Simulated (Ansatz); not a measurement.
# C2H9AlOSi: one species, many methods

The task here is to estimate one member of a computed series from the others.

Computed with Ansatz 0.2.0, Gaussian basis. Level: functionals in def2-TZVPP, the program's frozen cores in correlated methods.

Levels to be run: LDA (SPW92), PBE-D4, revPBE-D4, BLYP-D4, r2SCAN-D4, B97M-V, PBE0-D4, B3LYP-D4, r2SCANh-D4, r2SCAN0-D4, HSE06-D4, BHLYP-D4, CAM-B3LYP-D4, LC-ωPBE, ωB97X-V, ωB97M-V, B2PLYP, PBE-QIDH; CCSD(T)/def2-SVP; CCSD(T)/def2-TZVPP; MP2/def2-QZVPP; extrapolation to the limit; RPA on PBE.

**Structure used throughout**

An earlier PBE0-D4 in a triple-zeta def2 set relaxation fixed the geometry.

SMILES `C[SiH2][Al]([CH3])[OH]`, 14 atoms, charge 0, spin multiplicity 1.

Atoms are counted from 1 here; the program's logs count them from 0.

Bond lengths: C1–Si2 1.886 Å, C1–H6 1.092 Å, C1–H7 1.092 Å, C1–H8 1.092 Å, Si2–Al3 2.464 Å, Si2–H9 1.497 Å, Si2–H10 1.496 Å, Al3–C4 1.947 Å, Al3–O5 1.704 Å, C4–H11 1.095 Å, C4–H12 1.093 Å, C4–H13 1.095 Å, O5–H14 0.956 Å. Angles: Si2–C1–H6 110.9°, Si2–C1–H7 110.8°, Si2–C1–H8 111.0°, H6–C1–H7 107.8°, H6–C1–H8 108.1°, H7–C1–H8 108.1°, C1–Si2–Al3 113.9°, C1–Si2–H9 108.7°, C1–Si2–H10 108.9°, Al3–Si2–H9 109.6°, Al3–Si2–H10 110.2°, H9–Si2–H10 105.2°, Si2–Al3–C4 124.7°, Si2–Al3–O5 119.0°, C4–Al3–O5 116.3°, Al3–C4–H11 111.1°, Al3–C4–H12 111.8°, Al3–C4–H13 111.1° and more.

The first run:

File in.yaml:

```yaml
crystal:
  periodic: [false, false, false]
  atoms:
    - {symbol: C, position_ang: [-1.533897, -0.331087, 1.750147]}
    - {symbol: Si, position_ang: [0.310156, -0.024169, 1.503811]}
    - {symbol: Al, position_ang: [0.969052, 0.251369, -0.854063]}
    - {symbol: C, position_ang: [-0.206394, -0.054624, -2.375210]}
    - {symbol: O, position_ang: [2.561976, 0.736420, -1.215614]}
    - {symbol: H, position_ang: [-2.121975, 0.507180, 1.369836]}
    - {symbol: H, position_ang: [-1.852027, -1.230565, 1.218283]}
    - {symbol: H, position_ang: [-1.771055, -0.460018, 2.808319]}
    - {symbol: H, position_ang: [1.071234, -1.162300, 2.108140]}
    - {symbol: H, position_ang: [0.711206, 1.179983, 2.296033]}
    - {symbol: H, position_ang: [-0.590349, -1.080238, -2.377713]}
    - {symbol: H, position_ang: [0.305100, 0.118255, -3.325175]}
    - {symbol: H, position_ang: [-1.081266, 0.603013, -2.335989]}
    - {symbol: H, position_ang: [3.215338, 0.917581, -0.542006]}
basis:
  gaussian: {orbitals: def2-TZVPP}
hamiltonian: {xc: lda}
output: {orbitals: {seedname: orbitals}}
```

The run is started by

```bash
$ ansatz run in.yaml --threads 4 --pin off --events-out ev --progress --plain --max-ram 10444MiB
```

Among the steps run: LDA; PBE-D4 (GGA); revPBE-D4 (GGA); BLYP-D4 (GGA); r2SCAN-D4 (meta-GGA); B97M-V (meta-GGA); B3LYP-D4 (hybrid); r2SCANh-D4 (hybrid); r2SCAN0-D4 (hybrid); HSE06-D4 (hybrid); BHLYP-D4 (hybrid); CAM-B3LYP-D4 (range-separated); LC-ωPBE (range-separated); ωB97X-V (range-separated); ωB97M-V (range-separated); B2PLYP (double hybrid); PBE-QIDH (double hybrid).

One table of the session follows, with a row left open; its other results are not shown here.

It belongs to the step «Orbital energies across the functionals». 

| functional | HOMO (eV) | gap (eV) |
| --- | --- | --- |
| LDA (SPW92) | -5.98 | 4.10 |
| PBE-D4 | -5.88 | 4.20 |
| revPBE-D4 | -5.83 | 4.25 |
| BLYP-D4 | -5.75 | 4.21 |
| r2SCAN-D4 | -6.11 | 4.66 |
| B97M-V | -6.16 | 4.54 |
| PBE0-D4 | -7.00 | 6.06 |
| B3LYP-D4 | -6.81 | 5.69 |
| r2SCANh-D4 | ? | ? |
| r2SCAN0-D4 | -7.15 | 6.33 |
| HSE06-D4 | -6.60 | 5.30 |
| BHLYP-D4 | -8.03 | 7.88 |
| CAM-B3LYP-D4 | -8.28 | 8.32 |
| LC-ωPBE | -9.56 | 10.66 |
| ωB97X-V | -9.24 | 10.21 |
| ωB97M-V | -9.01 | 9.71 |

Estimate the missing values for r2SCANh-D4.

Worked estimate for «HOMO (eV)». Against the share of exact exchange, r2SCAN-D4 (0, -6.11), r2SCAN0-D4 (0.25, -7.15) give a slope of -4.16 per unit share; at 0.1 the line stands at -6.53.

The run gave: HOMO (eV): -6.52; gap (eV): 5.33. In «HOMO (eV)» the line misses by -0.01.
